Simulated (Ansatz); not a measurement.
# InAg: equation of state with PBE

InAg:

```
In Ag
1.0
     3.46479    0.00000    0.00000
     0.00000    3.46479    0.00000
     0.00000    0.00000    3.46479
In Ag
1 1
Direct
  0.50000 0.50000 0.50000
  0.00000 0.00000 0.00000
```

The cell comes from a database or a generator and needn't be the stable form of this composition.

```yaml
Program: Ansatz 0.2.0
Task: equation of state
Functional: PBE
Potentials_or_basis: Ansatz PAW
Cutoff: 420 eV
Density_cutoff: 1680 eV
k_mesh: 8 × 8 × 8
Occupations: fermi-dirac, width 0.05 eV
Spin: no spin polarisation
```

* Equilibrium volume: 21.57 Å³/atom
* Bulk modulus: 53 GPa
* Pressure derivative of the bulk modulus: 6.4

Energy against volume, from the lowest point:
```tsv
volume (Å³/atom)	energy (meV/atom)
19.549	40.36
19.965	24.18
20.381	12.62
20.797	5.08
21.213	1.04
21.629	0.00
22.045	1.62
```

All runs of the series together: 6.9 s on 2 threads of Arm Neoverse V1, with other jobs on the host.
